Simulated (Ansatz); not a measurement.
# AlAsH₃ (doublet): the correlation ladder at a displaced geometry (v1), cc-pVDZ

How much of the correlation energy of AlAsH₃ (doublet) does each wave-function method recover here?

Computed with Ansatz 0.2.0, Gaussian basis. Level: cc-pVDZ, correlated electrons: outside noble gas.

Plan: UHF; CCSD(T) on ROHF; CCSD(T) on UHF; BCCD(T) on ROHF; CISD; CCSDT(Q) on ROHF; CCSDT(Q) on UHF.

**1. What is computed**

The geometry is a PBE0/def2-TZVP stationary point (not a proven minimum) with its atoms shifted at random (size 0.040 Å). No spin-orbit coupling is included. The filled d shell of As may be among the frozen orbitals whatever the setting's name suggests; the logs give the count.

5 atoms, charge 0, spin multiplicity 2.

Atoms are counted from 1 here; the program's logs count them from 0.

Bond lengths: Al1–As2 2.452 Å, Al1–H3 1.599 Å, Al1–H4 1.594 Å, As2–H5 1.548 Å. Angles: As2–Al1–H3 119.8°, As2–Al1–H4 116.4°, H3–Al1–H4 123.8°, Al1–As2–H5 93.0°.

In the tables R marks a restricted open-shell determinant and U an unrestricted one; correlation energies count from the lowest restricted Hartree-Fock solution.

**2. UHF**

The input, in.yaml:

```yaml
crystal:
  periodic: [false, false, false]
  atoms:
    - {symbol: Al, position_ang: [0.001618, 0.031797, 1.760208]}
    - {symbol: As, position_ang: [0.000785, -0.032566, -0.690561]}
    - {symbol: H, position_ang: [0.048749, 1.438295, 2.518799]}
    - {symbol: H, position_ang: [-0.054028, -1.376116, 2.505367]}
    - {symbol: H, position_ang: [-0.096412, 1.507338, -0.812769]}
basis:
  gaussian: {orbitals: cc-pVDZ}
magnetization: {spin_polarized: true, initial_magnetization: 1}
hamiltonian: {xc: hf}
output: {orbitals: {seedname: orbitals}}
```

Command:

```
> ansatz run in.yaml --threads 1 --pin off --events-out ev --progress --plain --max-ram 2393MiB
```

Further steps of the session: CCSD(T) on ROHF; CCSD(T) on UHF; BCCD(T) on ROHF; CISD; CCSDT(Q) on ROHF; CCSDT(Q) on UHF.

**Question.** What will the summary of the whole plan be? Wanted: correlation energy, UCCSDT(Q); RMP2 from UCCSDT(Q); UMP2 from UCCSDT(Q); RCCSD from UCCSDT(Q); RCCSD(T) from UCCSDT(Q); UCCSD(T) from UCCSDT(Q); RCCSDT(Q) from UCCSDT(Q); T1 diagnostic.

The runs gave:

```
                                      quantity                                                   value
                 correlation energy, UCCSDT(Q)                                              -5.5000 eV
                           RMP2 from UCCSDT(Q)                                             +1172.2 meV
                           UMP2 from UCCSDT(Q)                                             +1182.7 meV
                          RCCSD from UCCSDT(Q)                                              +162.9 meV
                       RCCSD(T) from UCCSDT(Q)                                               +35.8 meV
                       UCCSD(T) from UCCSDT(Q)                                               +33.7 meV
                      RCCSDT(Q) from UCCSDT(Q)                                                +2.4 meV
levels of the table within 1 kcal/mol (43 meV)  RCCSD(T), UCCSD(T), BCCD(T), RCCSDT, UCCSDT, RCCSDT(Q)
                                 T1 diagnostic                                                   0.016
```

RCCSD(T) lands +35.8 meV from the yardstick (0.7 % of the correlation energy). These misses are within one basis, not against nature; the frozen cores of restricted and unrestricted runs differ, which can shift their rows.
